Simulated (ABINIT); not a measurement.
# Au in ABINIT: relaxation of the atoms with PBE+D3

Aim: the relaxation of the atoms of Au with PBE+D3.

Program: ABINIT 10.8.3 (patched build). These are calculated values, not measurements. Logs are shortened: lines on timing, memory, paths and dates and some standing lists are left out, and cuts for length are marked. The log counts tension as positive stress, the text compression.

## Step 1: The slab as given

The cell holds a slab with vacuum, 6 atoms: a = 2.893 Å, b = 2.893 Å, c = 25.227 Å, α = 90.00°, β = 90.00°, γ = 90.00°.

## Step 2: Relaxation of the atoms, PBE+D3

The input, run.abi:

```
# Pseudopotentials
pp_dirpath "./"
pseudos "Au.GGA_PBE-JTH.xml"

# Structure
acell 3*1.0 Angstrom
rprim
     2.8927738418     0.0000000000     0.0000000000
     0.0000000000     2.8927738418     0.0000000000
     0.0000000000     0.0000000000    25.2275000000
ntypat 1
znucl 79
natom 6
typat 1 1 1 1 1 1
xred
     0.5000000000     0.5000000000     0.2972946190
     0.0000000000     0.0000000000     0.3783767714
     0.5000000000     0.5000000000     0.4594589238
     0.0000000000     0.0000000000     0.5405410762
     0.5000000000     0.5000000000     0.6216232286
     0.0000000000     0.0000000000     0.7027053810
chkprim 0
chksymtnons 0
tolsym 1.0e-6

# Plane-wave basis
ecut 20.0
pawecutdg 40.0
pawxcdev 0

# k points
kptopt 1
ngkpt 9 9 1
nshiftk 1
shiftk 0.0 0.0 0.0

# Exchange and correlation
ixc 11
vdw_xc 6

# Bands and occupations
nband 40
occopt 3
tsmear 0.05 eV

# SCF cycle
nstep 120
tolvrs 1.0e-9

# Output
iomode 3
prtwf 0
prtden 0
prteig 0
prtebands 0
prtvol 2

# Relaxation
ionmov 2
ntime 60
tolmxf 0.0001
```

Potentials or basis: JTH PAW PBE v2.0.

Command:

```console
$ mpirun --bind-to none -np 4 abinit run.abi > log 2>&1
```

run.abo:

```text
.Version 10.8.3 of ABINIT
 Symmetries : space group P4/n m m (#129); Bravais tP (primitive tetrag.)
================================================================================
 Values of the parameters that define the memory need of the present run
     intxc =       0    ionmov =       2      iscf =      17    lmnmax =      18
     lnmax =       6     mgfft =     192  mpssoang =       3    mqgrid =   13573
     natom =       6  nloc_mem =       2    nspden =       1   nspinor =       1
    nsppol =       1      nsym =      16    n1xccc =       1    ntypat =       1
    occopt =       3   xclevel =       2
       mpw =        6135          nfft =      110592          nkpt =          15
Pmy_natom=         2
 PAW method is used; the additional fine FFT grid is defined by:
   mgfftf=       288    nfftf =    294912
================================================================================
================================================================================

--------------------------------------------------------------------------------
------------- Echo of variables that govern the present computation ------------
--------------------------------------------------------------------------------
 -outvars: echo values of preprocessed input variables --------
            acell      1.8897261259E+00  1.8897261259E+00  1.8897261259E+00 Bohr
              amu      1.96966540E+02
          chkprim           0
      chksymtnons           0
             ecut      2.00000000E+01 Hartree
           ionmov           2
              ixc          11
         kptrlatt        9    0    0      0    9    0      0    0    1
          kptrlen      4.91989527E+01
            natom           6
            nband          40
            ngfft          24      24     192
          ngfftdg          32      32     288
             nkpt          15
            nstep         120
             nsym          16
            ntime          60
           ntypat           1
           occopt           3
        pawecutdg      4.00000000E+01 Hartree
         pawxcdev           0
           prtden           0
        prtebands           0
           prteig           0
           prtvol           2
            prtwf           0
            rprim      2.8927738418E+00  0.0000000000E+00  0.0000000000E+00
                       0.0000000000E+00  2.8927738418E+00  0.0000000000E+00
                       0.0000000000E+00  0.0000000000E+00  2.5227500000E+01
          spgroup         129
           tolmxf      1.00000000E-04
           tolsym      1.00000000E-06
           tolvrs      1.00000000E-09
           tsmear      1.83746611E-03 Hartree
            typat      1  1  1  1  1  1
           useylm           1
           vdw_xc           6
           xangst      1.4463869209E+00  1.4463869209E+00  7.5000000008E+00
                       0.0000000000E+00  0.0000000000E+00  9.5455000005E+00
                       1.4463869209E+00  1.4463869209E+00  1.1591000000E+01
                       0.0000000000E+00  0.0000000000E+00  1.3636500000E+01
                       1.4463869209E+00  1.4463869209E+00  1.5682000000E+01
                       0.0000000000E+00  0.0000000000E+00  1.7727499999E+01
            xcart      2.7332751526E+00  2.7332751526E+00  1.4172945946E+01
                       0.0000000000E+00  0.0000000000E+00  1.8038380736E+01
                       2.7332751526E+00  2.7332751526E+00  2.1903815526E+01
                       0.0000000000E+00  0.0000000000E+00  2.5769250316E+01
                       2.7332751526E+00  2.7332751526E+00  2.9634685106E+01
                       0.0000000000E+00  0.0000000000E+00  3.3500119895E+01
             xred      5.0000000000E-01  5.0000000000E-01  2.9729461900E-01
                       0.0000000000E+00  0.0000000000E+00  3.7837677140E-01
                       5.0000000000E-01  5.0000000000E-01  4.5945892380E-01
                       0.0000000000E+00  0.0000000000E+00  5.4054107620E-01
                       5.0000000000E-01  5.0000000000E-01  6.2162322860E-01
                       0.0000000000E+00  0.0000000000E+00  7.0270538100E-01
            znucl       79.00000

================================================================================

 chkinp: Checking input parameters for consistency.

================================================================================
[... 1854 lines left out ...]
 Eigenvalues (hartree) for nkpt=  15  k points:
 kpt#   1, nband= 40, wtk=  0.01235, kpt=  0.0000  0.0000  0.0000 (reduced coord)
  -0.30593   -0.27361   -0.23304   -0.21294   -0.19913   -0.19279   -0.19247   -0.18496
  -0.16788   -0.15024   -0.13496   -0.12996   -0.12303   -0.12303   -0.10520   -0.10520
  -0.09565   -0.09106   -0.08245   -0.08245   -0.07741   -0.07662   -0.07070   -0.06089
  -0.05702   -0.05702   -0.05005   -0.04014   -0.03347   -0.03347   -0.03003   -0.02775
  -0.02698   -0.02206   -0.02206    0.04779    0.08712    0.21853    0.22304    0.27037
      occupation numbers for kpt#   1
   2.00000    2.00000    2.00000    2.00000    2.00000    2.00000    2.00000    2.00000
   2.00000    2.00000    2.00000    2.00000    2.00000    2.00000    2.00000    2.00000
   2.00000    2.00000    2.00000    2.00000    2.00000    2.00000    2.00000    2.00000
   2.00000    2.00000    2.00000    2.00000    2.00000    2.00000    2.00000    2.00000
   2.00000    2.00000    2.00000    0.00400    0.00000    0.00000    0.00000    0.00000
 kpt#   2, nband= 40, wtk=  0.04938, kpt=  0.1111  0.0000  0.0000 (reduced coord)
  -0.29585   -0.26455   -0.22544   -0.20651   -0.19290   -0.18676   -0.18587   -0.17866
  -0.16274   -0.14675   -0.13396   -0.12540   -0.12295   -0.12084   -0.11329   -0.10890
  -0.10616   -0.09160   -0.08807   -0.08033   -0.07834   -0.07318   -0.07122   -0.06818
  -0.06667   -0.05977   -0.05098   -0.04444   -0.04376   -0.03809   -0.03327   -0.03226
[... 148 lines left out ...]
   2.00000    2.00000    2.00000    2.00000    2.00000    2.00000    2.00000    2.00000
   2.00000    2.00000    2.00000    2.00000    2.00000    2.00000    1.83980    0.00000
   0.00000    0.00000    0.00000    0.00000    0.00000    0.00000    0.00000    0.00000
 kpt#  15, nband= 40, wtk=  0.04938, kpt=  0.4444  0.4444  0.0000 (reduced coord)
  -0.20537   -0.20421   -0.19524   -0.19494   -0.18510   -0.18369   -0.17425   -0.17378
  -0.15597   -0.15552   -0.14646   -0.14502   -0.11232   -0.10953   -0.07632   -0.07066
  -0.06801   -0.06443   -0.04856   -0.04740   -0.03911   -0.03577   -0.03520   -0.03464
  -0.02872   -0.02518   -0.02313   -0.02197   -0.00697   -0.00602    0.07155    0.12013
   0.12542    0.16515    0.17817    0.19689    0.22094    0.23950    0.24028    0.28139
      occupation numbers for kpt#  15
   2.00000    2.00000    2.00000    2.00000    2.00000    2.00000    2.00000    2.00000
   2.00000    2.00000    2.00000    2.00000    2.00000    2.00000    2.00000    2.00000
   2.00000    2.00000    2.00000    2.00000    2.00000    2.00000    2.00000    2.00000
   2.00000    2.00000    2.00000    2.00000    2.00000    2.00000    0.00000    0.00000
   0.00000    0.00000    0.00000    0.00000    0.00000    0.00000    0.00000    0.00000
 Total charge density [el/Bohr^3]
)     Maximum=    5.4173E-01  at reduced coord.    0.0000    0.0000    0.7049
)Next maximum=    5.4173E-01  at reduced coord.    0.5000    0.5000    0.2951
)     Minimum=    0.0000E+00  at reduced coord.    0.0000    0.0000    0.0000
)Next minimum=    0.0000E+00  at reduced coord.    0.0313    0.0000    0.0000
   Integrated=    6.6000E+01

--- !EnergyTerms
iteration_state     : {dtset: 1, itime: 12, icycle: 1, }
comment             : Components of total free energy in Hartree
kinetic             :  5.51961489718917E+01
hartree             :  9.67068647549059E+02
xc                  : -1.78372246157106E+01
Ewald energy        :  7.55465602717841E+02
psp_core            :  9.78480482097509E+00
local_psp           : -1.98869223432580E+03
PAW spherical_terms :  1.41121864324399E+01
VdWaals_dft_d       : -1.18399868906963E-01
internal            : -2.05020468318215E+02
'-kT*entropy'       : -5.30188424989049E-04
total_energy        : -2.05020998506640E+02
total_energy_eV     : -5.57890557890089E+03
...

--- !EnergyTermsDC
iteration_state     : {dtset: 1, itime: 12, icycle: 1, }
comment             : '"Double-counting" decomposition of free energy'
band_energy         : -6.85939018347798E+00
Ewald energy        :  7.55465602717841E+02
psp_core            :  9.78480482097509E+00
xc_dc               : -9.63746701064651E+02
PAW spherical_terms :  4.53603832766263E-01
VdWaals_dft_d       : -1.18399868906963E-01
internal            : -2.05020479745453E+02
'-kT*entropy'       : -5.30188424989049E-04
total_energy_dc     : -2.05021009933878E+02
total_energy_dc_eV  : -5.57890588985188E+03
...

--- !EnergyTermsWithPAWCore
iteration_state     : {dtset: 1, itime: 12, icycle: 1, }
comment             : 'Components of total free energy, including PAW core contributions'
Total energy        : -1.14072020237066E+05
Total energy DC     : -1.14072020248493E+05
Total energy (eV)   : -3.10405780253016E+06
Total energy DC (eV): -3.10405780284111E+06
...

 rms coord change=  6.9558E-04   atom, delta coord (reduced):
     1        0.000000000000      0.000000000000     -0.001941252474
     2        0.000000000000      0.000000000000     -0.000740172723
     3        0.000000000000      0.000000000000     -0.000195402562
     4       -0.000000000000     -0.000000000000      0.000195402562
     5        0.000000000000      0.000000000000      0.000740172723
     6       -0.000000000000     -0.000000000000      0.001941252474

 Cartesian components of stress tensor (hartree/bohr^3)
  sigma(1 1)=  5.50926188E-05  sigma(3 2)=  0.00000000E+00
  sigma(2 2)=  5.50926188E-05  sigma(3 1)=  0.00000000E+00
  sigma(3 3)=  2.87095353E-06  sigma(2 1)=  0.00000000E+00

-Cartesian components of stress tensor (GPa)         [Pressure= -1.1087E+00 GPa]
- sigma(1 1)=  1.62088081E+00  sigma(3 2)=  0.00000000E+00
- sigma(2 2)=  1.62088081E+00  sigma(3 1)=  0.00000000E+00
- sigma(3 3)=  8.44663690E-02  sigma(2 1)=  0.00000000E+00

== END DATASET(S) ==============================================================
================================================================================

 -outvars: echo values of variables after computation  --------
            acell      1.8897261259E+00  1.8897261259E+00  1.8897261259E+00 Bohr
           etotal     -2.0502100993E+02
            fcart     -0.0000000000E+00 -5.6369881168E-34 -4.3405595449E-05
                      -1.8471282661E-29 -1.8468464167E-29  6.7180205651E-05
                      -2.3089103326E-30 -2.2733973075E-30  2.0926096970E-05
                       2.3089103326E-30  2.2722699099E-30 -2.0926096970E-05
                       1.8471282661E-29  1.8470718962E-29 -6.7180205651E-05
                      -0.0000000000E+00 -5.6369881168E-34  4.3405595449E-05
            rprim      2.8927738418E+00  0.0000000000E+00  0.0000000000E+00
                       0.0000000000E+00  2.8927738418E+00  0.0000000000E+00
                       0.0000000000E+00  0.0000000000E+00  2.5227500000E+01
           strten      5.5092618805E-05  5.5092618805E-05  2.8709535289E-06
                       0.0000000000E+00  0.0000000000E+00  0.0000000000E+00
           xangst      1.4463869209E+00  1.4463869209E+00  7.4510270540E+00
                       6.4227724142E-29  4.0917041692E-29  9.5268272931E+00
                       1.4463869209E+00  1.4463869209E+00  1.1586070482E+01
                      -1.1210879808E-28 -1.1594260534E-28  1.3641429518E+01
                       1.4463869209E+00  1.4463869209E+00  1.5700672707E+01
                      -1.3379773814E-28 -1.3975773568E-28  1.7776472946E+01
             xred      5.0000000000E-01  5.0000000000E-01  2.9535336653E-01
                       2.2202815586E-29  1.4144569859E-29  3.7763659868E-01
                       5.0000000000E-01  5.0000000000E-01  4.5926352124E-01
                      -3.8754774556E-29 -4.0080079427E-29  5.4073647876E-01
                       5.0000000000E-01  5.0000000000E-01  6.2236340132E-01
                      -4.6252401832E-29 -4.8312707222E-29  7.0464663347E-01
 Calculation completed.
```

It took 30 min on 4 MPI ranks of Arm Neoverse V2, shared host; peak memory 0.76 GiB.

Results:

```yaml
Free_energy: -5578.9059 eV
Energy_gained_by_relaxing: 0.8 meV/atom
Ionic_steps: 12
Largest_force_after_relaxing: 0.003 eV/Å
Band_gap_on_the_k_mesh: none (metal or under the smearing width)
Valence_electrons_inside_the_program's_atomic_spheres: Au 9.40, 9.47, 9.48 (radii [1.3275] Å)
```

Forces in eV/Å, atoms in the order of the input:
```
Au   0.000  0.000 -0.002
Au   0.000  0.000  0.003
Au   0.000  0.000  0.001
Au   0.000  0.000 -0.001
Au   0.000  0.000 -0.003
Au   0.000  0.000  0.002
```

Step by step:
| step | energy change (eV) | largest force (eV/Å) | pressure (GPa) |
| --- | --- | --- | --- |
| 1 | 0.0000 | 0.1260 | -0.50 |
| 2 | -0.0004 | 0.1181 | -0.54 |
| 3 | -0.0027 | 0.0541 | -0.71 |
| 4 | -0.0028 | 0.0579 | -0.71 |
| 5 | -0.0033 | 0.0584 | -0.81 |
| 6 | -0.0036 | 0.0518 | -0.87 |
| 7 | -0.0039 | 0.0741 | -0.91 |
| 8 | -0.0041 | 0.0775 | -0.99 |
| 9 | -0.0044 | 0.0648 | -1.02 |
| 10 | -0.0047 | 0.0360 | -1.03 |
| 11 | -0.0049 | 0.0155 | -1.08 |
| 12 | -0.0049 | 0.0035 | -1.11 |

Final structure:
```cif
data_structure
_symmetry_space_group_name_H-M 'P 1'
_symmetry_Int_Tables_number 1
_cell_length_a 2.8928
_cell_length_b 2.8928
_cell_length_c 25.2275
_cell_angle_alpha 90.000
_cell_angle_beta 90.000
_cell_angle_gamma 90.000
_cell_volume 211.11
loop_
_atom_site_label
_atom_site_type_symbol
_atom_site_fract_x
_atom_site_fract_y
_atom_site_fract_z
_atom_site_occupancy
Au1 Au 0.50000 0.50000 0.29535 1
Au2 Au 0.00000 0.00000 0.37764 1
Au3 Au 0.50000 0.50000 0.45926 1
Au4 Au 0.00000 0.00000 0.54074 1
Au5 Au 0.50000 0.50000 0.62236 1
Au6 Au 0.00000 0.00000 0.70465 1
```

Spin-orbit coupling is left out, which matters for the levels of Au.
